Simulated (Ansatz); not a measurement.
# Ti (Fm-3m): all-electron equation of state

Wanted for Ti (Fm-3m): an all-electron equation of state.

This is Ti in the fcc structure; at room conditions it is hcp.

Program: Ansatz 0.2.0, driven from Python. Level of theory: DFT PBEsol, all-electron LAPW. These are calculated values, not measurements.

**1. The system**

It takes space group Fm-3m (No. 225, cubic). The conventional cell has a = 4.060 Å, b = 4.060 Å, c = 4.060 Å, α = 90.00°, β = 90.00°, γ = 90.00°. Ti (site symmetry m-3m) is surrounded by 12 Ti at 2.87 Å.

No structure file is read: the coordinates are typed or built in the script.

**2. The code**

eos_lapw_ti.py reads:

```python
"""All-electron equation of state of Ti."""

import ansatz as az
from ase.eos import EquationOfState
from ase.units import GPa
import numpy as np

SETTINGS = {
    "functional": "pbesol",
    "smearing": "cold",
    "smearing_width": 0.15,
    "mixing_beta": 0.7,
    "max_iterations": 100,
    "mesh": (12, 12, 12),
}

VECTORS = np.array([
    [0.0, 2.03, 2.03],
    [2.03, 0.0, 2.03],
    [2.03, 2.03, 0.0],
])
SITES = [
    ("Ti", [0.0, 0.0, 0.0]),
]


def on_lattice(cell):
    crystal = az.Crystal(lattice=az.Lattice.of(cell))
    for symbol, position in SITES:
        crystal = crystal.atom(symbol, position)
    return crystal

volumes, energies = [], []
for scale in np.linspace(0.92, 1.08, 5):
    cell = VECTORS * scale ** (1 / 3)
    calc = on_lattice(cell).calculation()
    calc = calc.functional(SETTINGS["functional"])
    calc = calc.occupations(SETTINGS["smearing"], width=SETTINGS["smearing_width"]).mixing("broyden", beta=SETTINGS["mixing_beta"])
    calc = calc.scf(max_iterations=SETTINGS["max_iterations"], lower_state_search="standard")
    calc = calc.kpoints(*SETTINGS["mesh"])
    calc = calc.pseudopotentials("all_electron", lapw=True, basis_error=0.0005)
    report = calc.run().report
    volumes.append(abs(np.linalg.det(cell)) / len(SITES))
    energies.append(report["free_energy_ev"] / len(SITES))
    print(f"{scale:.3f} {volumes[-1]:9.4f} A^3/atom {energies[-1]:16.5f} eV/atom  (estimated basis error {1000 * report['lapw_basis_errors']['total_ev_per_atom']:.2f} meV/atom)")
v0, e0, bulk = EquationOfState(volumes, energies, eos="birchmurnaghan").fit()
print(f"V0 = {v0:.4f} A^3/atom, B0 = {bulk / GPa:.1f} GPa")
```

**3. Running it**

Run with:

```console
python eos_lapw_ti.py
```

**Question.** Where does the minimum lie against the volume typed, and how stiff is the crystal?

**Answer**, as computed:

```
                      quantity           value
                 runs compared               5
               range of energy  39.17 meV/atom
lowest point, volume (Å³/atom)          16.731
      equilibrium volume (fit)   16.67 Å³/atom
            bulk modulus (fit)         114 GPa
```

**Reading.** A third-order Birch-Murnaghan fit through the 5 points has its minimum at 16.67 Å³ an atom, 0.3 % below the typed cell, with a bulk modulus of 114 GPa and dB/dP = 3.2. From that minimum the energy rises by 39.2 meV an atom on the compressed side and 37.1 meV on the expanded side. Notes:
- The mesh is modest for a metal, so energies can be off by several to tens of meV an atom and pressures by half a GPa or more; differences at equal mesh fare better.
- This isn't the structure that Ti takes at ambient conditions.
